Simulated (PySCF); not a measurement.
# Gd(CH3)2: shape, vibrations and bonding

Aim: find the relaxed shape of Gd(CH3)2, test it by its vibrations, and read charges and levels. The species was built from a template and needn't be a known compound.

Computed with PySCF 2.14.0. Level: PBE0, Gd lcecp-0-SVP with ECP54, C def2-SVP, H def2-SVP; scalar-relativistic core potentials, no spin–orbit coupling.

1 further run of the same task is left out (for a known fault of the program).

## 1. The system as given

9 atoms, charge 0, spin multiplicity 1.

Bond lengths: Gd1–C2 2.615 Å, Gd1–C6 2.615 Å, C2–H3 1.090 Å, C2–H4 1.090 Å, C2–H5 1.090 Å, C6–H7 1.090 Å, C6–H8 1.090 Å, C6–H9 1.090 Å. Angles: C2–Gd1–C6 131.8°, Gd1–C2–H3 109.5°, Gd1–C2–H4 109.5°, Gd1–C2–H5 109.5°, H3–C2–H4 109.5°, H3–C2–H5 109.5°, H4–C2–H5 109.5°, Gd1–C6–H7 109.5°, Gd1–C6–H8 109.5°, Gd1–C6–H9 109.5°, H7–C6–H8 109.5°, H7–C6–H9 109.5°, H8–C6–H9 109.5°.

As a file:

```xyz
9
C2H6Gd
Gd    0.0000    0.0000    0.0000
C     2.3868    0.0000    1.0681
H     3.1382    0.0000    0.2785
H     2.5085    0.8900    1.6856
H     2.5085   -0.8900    1.6856
C    -2.3868    0.0000    1.0681
H    -3.1382    0.0000    0.2785
H    -2.5085   -0.8900    1.6856
H    -2.5085    0.8900    1.6856
```

Formal oxidation states: Gd +2. Each metal's 8 4f electrons lie in its core potential, so multiplicities, spins and levels count the valence alone. For divalent La, Ce, Gd or Lu the extra electron is normally 5d or 6s, so this core forces an excited configuration.

## 2. SCF at the start, singlet

run.py (the lines that set the calculation)

```python
mol = gto.M(atom='''
Gd     0.00000     0.00000     0.00000
C      2.38680     0.00000     1.06810
H      3.13820     0.00000     0.27850
H      2.50850     0.89000     1.68560
H      2.50850    -0.89000     1.68560
C     -2.38680     0.00000     1.06810
H     -3.13820     0.00000     0.27850
H     -2.50850    -0.89000     1.68560
H     -2.50850     0.89000     1.68560''',
    basis={'Gd': 'lcecp-0-SVP', 'C': 'def2-SVP', 'H': 'def2-SVP'},
    ecp={'Gd': 'lcecp-0-SVP'},
    charge=0, spin=0)
mf = dft.RKS(mol, xc='PBE0')
mf.grids.atom_grid = (50, 194)  # f atoms: unpruned, at least (60, 302)
mf = mf.density_fit()  # fitting sets: Gd AutoAux, C def2-universal-JKFIT, H def2-universal-JKFIT
mf.conv_tol = 1e-08; mf.max_cycle = 55
mf.kernel(dm0)  # dm0: free metal ions and neutral atoms
```

On the command line:

```sh
$ OMP_NUM_THREADS=2 python run.py
```

What it wrote:

```text
init E= -113.845609619866
cycle= 1 E= -108.227591995024  delta_E= 5.62  |g|= 1.63  |ddm|= 4.56
cycle= 2 E= -107.922388189938  delta_E= 0.305  |g|= 2.34  |ddm|= 4.87
cycle= 3 E= -109.400032458266  delta_E= -1.48  |g|= 0.43  |ddm|= 2.09
cycle= 4 E= -109.48039618838  delta_E= -0.0804  |g|= 0.0618  |ddm|= 1.04
cycle= 5 E= -109.481996214864  delta_E= -0.0016  |g|= 0.0249  |ddm|= 0.166
cycle= 6 E= -109.48216405198  delta_E= -0.000168  |g|= 0.0059  |ddm|= 0.0259
cycle= 7 E= -109.482177163329  delta_E= -1.31e-05  |g|= 0.00156  |ddm|= 0.0104
cycle= 8 E= -109.482178090613  delta_E= -9.27e-07  |g|= 0.000351  |ddm|= 0.00288
cycle= 9 E= -109.482178141896  delta_E= -5.13e-08  |g|= 3e-05  |ddm|= 0.000791
cycle= 10 E= -109.482178142383  delta_E= -4.87e-10  |g|= 5.51e-06  |ddm|= 8.78e-05
Extra cycle  E= -109.482178142405  delta_E= -2.13e-11  |g|= 5.16e-06  |ddm|= 2.96e-05
converged SCF energy = -109.482178142405
```

It took 2.5 s on 2 threads of Arm Neoverse V2, shared host; peak memory 0.57 GiB.

Result: E = -109.482178 Eh, frontier levels not given, since the 4f levels lie in the core, Mulliken charge on Gd1 +0.81 e. 

## 3. Relaxation, singlet

Steps are kept in the start's point group, C2v.

run.py (the lines that set the calculation)

```python
mol = gto.M(atom='''
Gd     0.00000     0.00000    -0.17551
C      2.38680     0.00000     0.89259
H      3.13820     0.00000     0.10299
H      2.50850     0.89000     1.51009
H      2.50850    -0.89000     1.51009
C     -2.38680     0.00000     0.89259
H     -3.13820     0.00000     0.10299
H     -2.50850    -0.89000     1.51009
H     -2.50850     0.89000     1.51009''',
    basis={'Gd': 'lcecp-0-SVP', 'C': 'def2-SVP', 'H': 'def2-SVP'},
    ecp={'Gd': 'lcecp-0-SVP'},
    charge=0, spin=0)
mf = dft.RKS(mol, xc='PBE0')
mf.grids.atom_grid = (50, 194)  # f atoms: unpruned, at least (60, 302)
mf = mf.density_fit()  # fitting sets: Gd AutoAux, C def2-universal-JKFIT, H def2-universal-JKFIT
mf.conv_tol = 1e-08; mf.max_cycle = 55
mf.kernel(dm0)  # dm0: an SCF of this state at this start
# quasi-Newton relaxation in Cartesian coordinates to a largest gradient under 0.00045 Eh/bohr, steps kept in the point group
```

On the command line:

```sh
$ OMP_NUM_THREADS=2 python run.py
```

The driver keeps no SCF log for this step, only its results.

Run time: 39 s. Hardware: 2 threads of Arm Neoverse V2, shared host.

The steps of the relaxation:

| step | energy from step 1 (eV) | largest force component (eV/Å) |
| --- | --- | --- |
| 1 | 0.0000 | 1.2680 |
| 2 | -0.0764 | 0.5700 |
| 3 | -0.1114 | 0.1582 |
| 4 | -0.1181 | 0.1189 |
| 5 | -0.1351 | 0.0979 |
| 6 | -0.1426 | 0.1326 |
| 7 | -0.1500 | 0.1802 |
| 8 | -0.1547 | 0.1346 |
| 9 | -0.1581 | 0.1244 |
| 10 | -0.1610 | 0.1084 |
| 11 | -0.1633 | 0.0871 |
| 12 | -0.1650 | 0.0595 |
| 13 | -0.1657 | 0.0217 |
| 14 | -0.1658 | 0.0214 |

Close pairs (by a distance rule), those that changed most:

| bond | before (Å) | after (Å) | change (Å) |
| --- | --- | --- | --- |
| Gd1–C2 | 2.615 | 2.534 | -0.081 |
| Gd1–C6 | 2.615 | 2.534 | -0.081 |
| C2–H4 | 1.090 | 1.109 | +0.019 |
| C2–H5 | 1.090 | 1.109 | +0.019 |
| C6–H8 | 1.090 | 1.109 | +0.019 |
| C6–H9 | 1.090 | 1.109 | +0.019 |
| C2–H3 | 1.090 | 1.109 | +0.019 |
| C6–H7 | 1.090 | 1.109 | +0.019 |

It ends in C2v at E = -109.488269 Eh.

```xyz
9
charge 0, multiplicity 1
Gd    0.0000    0.0000   -0.6210
C     2.0638    0.0000    0.8486
H     3.0528    0.0000    0.3478
H     2.0597    0.8816    1.5211
H     2.0597   -0.8816    1.5211
C    -2.0638    0.0000    0.8486
H    -3.0528    0.0000    0.3478
H    -2.0597   -0.8816    1.5211
H    -2.0597    0.8816    1.5211
```

## 4. The relaxed geometry turned into its symmetry frame

run.py (the lines that set the calculation)

```python
mol = gto.M(atom='''
Gd     0.00000     0.00000    -0.24396
C      2.06384     0.00000     1.22559
H      3.05279     0.00000     0.72483
H      2.05967     0.88159     1.89813
H      2.05967    -0.88159     1.89813
C     -2.06384     0.00000     1.22559
H     -3.05279     0.00000     0.72483
H     -2.05967    -0.88159     1.89813
H     -2.05967     0.88159     1.89813''',
    basis={'Gd': 'lcecp-0-SVP', 'C': 'def2-SVP', 'H': 'def2-SVP'},
    ecp={'Gd': 'lcecp-0-SVP'},
    charge=0, spin=0)
mf = dft.RKS(mol, xc='PBE0')
mf.grids.atom_grid = (50, 194)  # f atoms: unpruned, at least (60, 302)
mf = mf.density_fit()  # fitting sets: Gd AutoAux, C def2-universal-JKFIT, H def2-universal-JKFIT
mf.conv_tol = 1e-08; mf.max_cycle = 55
mf.kernel(dm0)  # dm0: free metal ions and neutral atoms
```

On the command line:

```sh
$ OMP_NUM_THREADS=2 python run.py
```

What it wrote:

```text
init E= -113.796497434019
cycle= 1 E= -108.339271545443  delta_E= 5.46  |g|=  1.7  |ddm|= 4.51
cycle= 2 E= -108.074771476686  delta_E= 0.265  |g|= 2.23  |ddm|= 4.76
cycle= 3 E= -109.445204904166  delta_E= -1.37  |g|= 0.299  |ddm|= 2.17
cycle= 4 E= -109.48742650643  delta_E= -0.0422  |g|= 0.0498  |ddm|= 0.846
cycle= 5 E= -109.488217922472  delta_E= -0.000791  |g|= 0.0131  |ddm|= 0.0886
cycle= 6 E= -109.48826775315  delta_E= -4.98e-05  |g|= 0.00182  |ddm|= 0.0155
cycle= 7 E= -109.488269214325  delta_E= -1.46e-06  |g|= 0.00046  |ddm|= 0.004
cycle= 8 E= -109.488269338322  delta_E= -1.24e-07  |g|= 9.67e-05  |ddm|= 0.00123
cycle= 9 E= -109.488269345291  delta_E= -6.97e-09  |g|= 2.18e-05  |ddm|= 0.000358
Extra cycle  E= -109.488269345459  delta_E= -1.68e-10  |g|= 1.7e-05  |ddm|= 8.28e-05
converged SCF energy = -109.488269345459
```

Run time: 1.3 s. Hardware: 2 threads of Arm Neoverse V2, shared host.

Read off: E = -109.488269 Eh, frontier levels not given, since the 4f levels lie in the core, Mulliken charge on Gd1 +0.78 e. 

## 5. Frequencies and infrared intensities

Edit run.py (the lines that set the calculation) of step 4 so:

```diff
@@ -16,3 +16,4 @@
 mf = mf.density_fit()  # fitting sets: Gd AutoAux, C def2-universal-JKFIT, H def2-universal-JKFIT
-mf.conv_tol = 1e-08; mf.max_cycle = 55
-mf.kernel(dm0)  # dm0: free metal ions and neutral atoms
+mf.conv_tol = 1e-10; mf.max_cycle = 55
+mf.kernel(dm0)  # dm0: the density of the relaxed state
+# Hessian and dipole derivatives by central differences of gradients, 0.02 bohr
```

On the command line:

```sh
$ OMP_NUM_THREADS=2 python run.py
```

The driver keeps no SCF log for this step, only its results.

It took 55 s on 2 threads of Arm Neoverse V2, shared host.

Point group C2v; negative numbers are unstable modes, and those under 60 cm⁻¹ are near the numerical noise:

| cm⁻¹ | km/mol | symmetry |
| --- | --- | --- |
| 30 | 0.0 | a2 |
| 33 | 2.3 | b2 |
| 76 | 2.4 | a1 |
| 322 | 0.6 | b1 |
| 349 | 0.0 | a2 |
| 358 | 12.3 | a1 |
| 369 | 141.1 | b1 |
| 372 | 142.1 | b2 |
| 420 | 42.7 | a1 |
| 1090 | 4.5 | b1 |
| 1094 | 4.6 | a1 |
| 1410 | 0.0 | a2 |
| 1413 | 0.3 | b1 |
| 1414 | 0.0 | b2 |
| 1415 | 0.5 | a1 |
| 2983 | 59.7 | b1 |
| 2986 | 32.3 | a1 |
| 3076 | 0.0 | a2 |
| 3077 | 67.4 | b2 |
| 3079 | 29.7 | b1 |
| 3080 | 42.2 | a1 |

## 6. Charges, bond orders and levels

run.py (the lines that set the calculation)

```python
mol = gto.M(atom='''
Gd     0.00000     0.00000    -0.62101
C      2.06384     0.00000     0.84855
H      3.05279     0.00000     0.34778
H      2.05967     0.88159     1.52109
H      2.05967    -0.88159     1.52109
C     -2.06384     0.00000     0.84855
H     -3.05279     0.00000     0.34778
H     -2.05967    -0.88159     1.52109
H     -2.05967     0.88159     1.52109''',
    basis={'Gd': 'lcecp-0-SVP', 'C': 'def2-SVP', 'H': 'def2-SVP'},
    ecp={'Gd': 'lcecp-0-SVP'},
    charge=0, spin=0)
mf = dft.RKS(mol, xc='PBE0')
mf.grids.atom_grid = (75, 302)  # f atoms: unpruned, at least (60, 302)
mf = mf.density_fit()  # fitting sets: Gd AutoAux, C def2-universal-JKFIT, H def2-universal-JKFIT
mf.conv_tol = 1e-09; mf.max_cycle = 55
mf.kernel(dm0)  # dm0: the density of the relaxed state
```

On the command line:

```sh
$ OMP_NUM_THREADS=2 python run.py
```

What it wrote:

```text
init E= -109.488280554899
cycle= 1 E= -109.488280556117  delta_E= -1.22e-09  |g|= 6e-06  |ddm|= 0.000149
cycle= 2 E= -109.488280556129  delta_E= -1.23e-11  |g|= 4.78e-06  |ddm|= 2.55e-05
Extra cycle  E= -109.488280556123  delta_E= 6.22e-12  |g|= 6.58e-06  |ddm|= 1.39e-05
converged SCF energy = -109.488280556123
```

Run time: 12 s. Hardware: 2 threads of Arm Neoverse V2, shared host.

It gives: E = -109.488281 Eh, frontier levels not given, since the 4f levels lie in the core, Mulliken charge on Gd1 +0.78 e, largest force component 0.020 eV/Å. 

Löwdin charges:

| atom | value (e) |
| --- | --- |
| Gd1 | 0.75 |
| C2 | -0.47 |
| H3 | 0.02 |
| H4 | 0.03 |
| H5 | 0.03 |
| C6 | -0.47 |
| H7 | 0.02 |
| H8 | 0.03 |
| H9 | 0.03 |

Mulliken charges: Gd1 +0.78, C2 -0.54, H3 +0.04, H4 +0.05, H5 +0.05, C6 -0.54, H7 +0.04, H8 +0.05, H9 +0.05 e.

Contacts (the nearest donor of each ligand) and Mayer bond orders:

| contact | distance (Å) | bond order |
| --- | --- | --- |
| Gd1–C2 (CH3) | 2.534 | 0.87 |
| Gd1–C6 (CH3) | 2.534 | 0.87 |

Mulliken populations of Gd1 outside the core potential: s 2.46, p 6.12, d 0.62, f 0.01.

## 7. Results

```
                                              quantity                                                           value
                                 state and point group                                     singlet in the valence, C2v
                                                 modes                                  30 to 3080 cm⁻¹, none unstable
strongest infrared band (modes within 1.5 cm⁻¹ summed)                                           372 cm⁻¹ (142 km/mol)
                                     zero-point energy                                                        1.763 eV
                               ideal gas, 298 K, 1 bar                                 S = 386.2, Cp = 100.9 J/(mol K)
                                 metal–ligand contacts                                                          2.53 Å
                                       frontier levels  frontier levels not given, since the 4f levels lie in the core
                                                dipole                                                          6.13 D
                                   mean polarisability                                                         10.7 Å³
```

In words: All modes are real within the noise of the softest ones, so the structure is a minimum. The metal carries +0.75 e by Löwdin's partition against a formal +2, and bond orders to the nearest donors reach 0.87. Both measures hang on the basis. One start shape was tried, so another isomer may lie lower. These are double-zeta-type bases without diffuse functions. Spin–orbit coupling is left out.
